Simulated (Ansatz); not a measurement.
# Be: the cost of one run

Program: Ansatz 0.2.0. Level of theory: DFT PBE, plane waves, PAW, scalar-relativistic, no spin polarisation. These are calculated values, not measurements.

## 1. The starting structure

The cell holds 36 atoms (Be36): a = 7.092 Å, b = 7.092 Å, c = 7.409 Å, α = 90.00°, β = 90.00°, γ = 120.00°.

The coordinates stand in the first input below.

## 2. Run 1

60 steps of 0.75 fs under a Langevin thermostat at 4200 K.

Contents of input.yaml:

```yaml
crystal:
  lattice:
    - [7.091764, 0.0, 0.0]
    - [-3.545882, 6.141648, 0.0]
    - [0.0, 0.0, 7.40853]
  atoms:
    - { symbol: Be, position: [0.0, 0.0, 0.0] }
    - { symbol: Be, position: [0.1111111, 0.2222222, 0.25] }
    - { symbol: Be, position: [0.0, 0.0, 0.5] }
    - { symbol: Be, position: [0.1111111, 0.2222222, 0.75] }
    - { symbol: Be, position: [0.0, 0.3333333, 0.0] }
    - { symbol: Be, position: [0.1111111, 0.5555556, 0.25] }
    - { symbol: Be, position: [0.0, 0.3333333, 0.5] }
    - { symbol: Be, position: [0.1111111, 0.5555556, 0.75] }
    - { symbol: Be, position: [0.0, 0.6666667, 0.0] }
    - { symbol: Be, position: [0.1111111, 0.8888889, 0.25] }
    - { symbol: Be, position: [0.0, 0.6666667, 0.5] }
    - { symbol: Be, position: [0.1111111, 0.8888889, 0.75] }
    - { symbol: Be, position: [0.3333333, 0.0, 0.0] }
    - { symbol: Be, position: [0.4444444, 0.2222222, 0.25] }
    - { symbol: Be, position: [0.3333333, 0.0, 0.5] }
    - { symbol: Be, position: [0.4444444, 0.2222222, 0.75] }
    - { symbol: Be, position: [0.3333333, 0.3333333, 0.0] }
    - { symbol: Be, position: [0.4444444, 0.5555556, 0.25] }
    - { symbol: Be, position: [0.3333333, 0.3333333, 0.5] }
    - { symbol: Be, position: [0.4444444, 0.5555556, 0.75] }
    - { symbol: Be, position: [0.3333333, 0.6666667, 0.0] }
    - { symbol: Be, position: [0.4444444, 0.8888889, 0.25] }
    - { symbol: Be, position: [0.3333333, 0.6666667, 0.5] }
    - { symbol: Be, position: [0.4444444, 0.8888889, 0.75] }
    - { symbol: Be, position: [0.6666667, 0.0, 0.0] }
    - { symbol: Be, position: [0.7777778, 0.2222222, 0.25] }
    - { symbol: Be, position: [0.6666667, 0.0, 0.5] }
    - { symbol: Be, position: [0.7777778, 0.2222222, 0.75] }
    - { symbol: Be, position: [0.6666667, 0.3333333, 0.0] }
    - { symbol: Be, position: [0.7777778, 0.5555556, 0.25] }
    - { symbol: Be, position: [0.6666667, 0.3333333, 0.5] }
    - { symbol: Be, position: [0.7777778, 0.5555556, 0.75] }
    - { symbol: Be, position: [0.6666667, 0.6666667, 0.0] }
    - { symbol: Be, position: [0.7777778, 0.8888889, 0.25] }
    - { symbol: Be, position: [0.6666667, 0.6666667, 0.5] }
    - { symbol: Be, position: [0.7777778, 0.8888889, 0.75] }
basis:
  ecutwfc: 420.0
kpoints:
  mp_grid: { grid: [2, 2, 2] }
hamiltonian:
  xc: pbe
scf:
  occupations: { method: fermi_dirac, width: 0.36 }
  lower_state_search: "off"
md:
  timestep: 0.75
  n_steps: 60
  ensemble: nvt_langevin
  temperature: 4200.0
  initial_velocities: maxwell_boltzmann
  seed: 434209
  friction: 0.02
```

The run is started by

```sh
ansatz run input.yaml --threads 1 --pin off --max-ram 3072MiB --backend cpu --events-out ev --progress --plain --runs-dir out
```

**Question.** How long does this run take on 1 thread of Arm Neoverse V2, shared host, and how much memory does it need?

About 6.9 min, with a peak of 0.68 GiB.
